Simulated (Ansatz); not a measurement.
**Be (P4_2/mnm): equation of state with a fit**

Where is the equilibrium volume of Be (P4_2/mnm), and how stiff is it? A script is to give an equation of state with a fit; the system is Be (P4_2/mnm).

All numbers are computed with the Python package of Ansatz 0.2.0. Level of theory: DFT PBEsol, plane waves, PAW.

**1. The system**

The structure is tetragonal, space group P4_2/mnm (No. 136). The conventional cell has a = 3.747 Å, b = 3.747 Å, c = 2.281 Å, α = 90.00°, β = 90.00°, γ = 90.00°. Be (site symmetry m2m) has 11 Be at 2.15 to 2.28 Å as nearest neighbours.

No structure file is read: the coordinates are typed or built in the script.

**2. The code**

run_eos.py

```python
"""Bulk modulus of Be from an E(V) curve."""

import ansatz as az
import numpy as np
from pymatgen.analysis.eos import EOS

vectors0 = np.array([
    [3.746814, 0.0, 0.0],
    [0.0, 3.746814, 0.0],
    [0.0, 0.0, 2.28128],
])
sites = [
    ("Be", (0.297408, 0.297408, 0.0)),
    ("Be", (0.702592, 0.702592, 0.0)),
    ("Be", (0.202592, 0.797408, 0.5)),
    ("Be", (0.797408, 0.202592, 0.5)),
]


def on_lattice(cell):
    crystal = az.Crystal(lattice=az.Lattice.of(cell))
    for symbol, position in sites:
        crystal = crystal.atom(symbol, position)
    return crystal

# uniform scaling of the cell
volumes, energies, pressures = [], [], []
for scale in np.linspace(0.88, 1.12, 7):
    cell = vectors0 * scale ** (1 / 3)
    setup = on_lattice(cell).calculation()
    setup = setup.occupations(az.OccupationsMethod.GAUSSIAN, width=0.1)
    setup = setup.basis(450)
    setup = setup.functional("pbesol")
    setup = setup.kpoints(6, 6, 10).stress()
    data = setup.run(threads=1).report
    volumes.append(abs(np.linalg.det(cell)) / len(sites))
    energies.append(data["free_energy_ev"] / len(sites))
    pressures.append(np.trace(data["stress_gpa"]) / 3)
    print(f"V = {volumes[-1]:8.4f} A^3/atom  F = {energies[-1]:.5f} eV/atom  P = {pressures[-1]:8.3f} GPa")

for form in ["birch_murnaghan", "murnaghan", "pourier_tarantola"]:
    fit = EOS(eos_name=form).fit(volumes, energies)
    print(f"{form:18s} V0 {fit.v0:8.4f} A^3/atom  B0 {fit.b0_GPa:7.1f} GPa  B1 {fit.b1:5.2f}")
```

**3. The input behind the calls**

The package turns the script's settings into the engine's input (first run):

```yaml
crystal:
  lattice:
    - [3.5905118000641676, 0.0, 0.0]
    - [0.0, 3.5905118000641676, 0.0]
    - [0.0, 0.0, 2.186114058304038]
  atoms:
    - { symbol: Be, position: [0.297408, 0.297408, 0.0] }
    - { symbol: Be, position: [0.702592, 0.702592, 0.0] }
    - { symbol: Be, position: [0.202592, 0.797408, 0.5] }
    - { symbol: Be, position: [0.797408, 0.202592, 0.5] }
basis:
  ecutwfc: 450.0
kpoints:
  mp_grid:
    grid: [6, 6, 10]
hamiltonian:
  xc: pbesol
scf:
  occupations:
    method: gaussian
    width: 0.1
output:
  stress: true
```

**4. Running it**

Run with:

```console
python run_eos.py
```

**Question.** Where does the minimum lie against the volume typed, and how stiff is the crystal?

**Answer**, as computed:

| quantity | value |
| --- | --- |
| runs compared | 7 |
| range of energy | 44.70 meV/atom |
| lowest point, volume (Å³/atom) | 8.007 |
| equilibrium volume (fit) | 7.94 Å³/atom |
| bulk modulus (fit) | 121 GPa |

In words: A third-order Birch-Murnaghan fit through the 7 points has its minimum at 7.94 Å³ an atom, 0.9 % below the typed cell, with a bulk modulus of 121 GPa and dB/dP = 3.3. From that minimum the energy rises by 44.9 meV an atom on the compressed side and 42.4 meV on the expanded side. What to keep in mind:
- Shape and fractional positions are held along the curve, so the bulk modulus is an upper value where they are free to relax.
- The mesh is modest for a metal, so energies can be off by several to tens of meV an atom and pressures by half a GPa or more; differences at equal mesh fare better.
- Pressure is positive in compression.
- This isn't the structure that Be takes at ambient conditions. Whether this is the phase that is stable at ambient conditions was not tested.
